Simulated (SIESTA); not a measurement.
The system is Ti5Si.

```
Ti Si
1.0
     2.52284    1.45656    4.44090
    -2.52284    1.45656    4.44090
     0.00000   -2.91312    4.44090
Ti Si
5 1
Cartesian
  0.9956 -1.1886 4.4409
  0.0000 0.0000 11.3051
  -1.5272 -0.2679 4.4409
  0.5316 1.4566 4.4409
  0.0000 0.0000 2.0176
  0.0000 0.0000 6.6614
```

The cell comes from a database or a generator and needn't be the stable form of this composition.

```yaml
Program: SIESTA 5.4.2
Task: single point
Functional: PBEsol
Potentials_or_basis: PseudoDojo 0.4 standard (PBEsol files)
Basis: DZP (energy shift 0.003 Ry; two zetas on semicore shells)
Grid_cutoff: 800 Ry
Energy_shift: 0.003 Ry
k_mesh: 7 × 7 × 7
Occupations: fermi-dirac, width 0.05 eV
Spin: no spin polarisation
```

On this cell: pressure -3.8 GPa; largest force 0.050 eV/Å; band gap on the k mesh none (metal or under the smearing width).

The same run follows on a disturbed copy (atoms moved at random, drawn with an rms of 0.05 Å):

```xyz
6
Lattice="2.5228 1.4566 4.4409 -2.5228 1.4566 4.4409 0.0000 -2.9131 4.4409" Properties=species:S:1:pos:R:3 pbc="T T T"
Ti    1.0416   -1.2208    4.4180
Ti    0.0715    0.0185   11.2787
Ti   -1.4829   -0.2673    4.4284
Ti    0.5320    1.4590    4.4607
Ti   -0.0240   -0.0018    2.0484
Si   -0.0387   -0.0007    6.6380
```

Problem. What does the disturbed cell give?

Solution. The energy (extrapolated to zero smearing) moves by +11.9 meV/atom; pressure -3.3 GPa; largest force 0.656 eV/Å; band gap on the k mesh none (metal or under the smearing width).

Forces on the atoms (eV/Å):
```
Ti  -0.319  0.433  0.375
Ti  -0.498 -0.139  0.223
Ti  -0.410 -0.081 -0.073
Ti   0.393 -0.124 -0.386
Ti   0.382 -0.109 -0.337
Si   0.453  0.021  0.197
```

Stress tensor (GPa, compression positive):
```
-3.14  0.45  0.05
 0.45 -3.89 -0.12
 0.05 -0.12 -2.90
```

Caveats: the basis of atomic orbitals isn't converged, which shifts pressures, moduli and gaps.
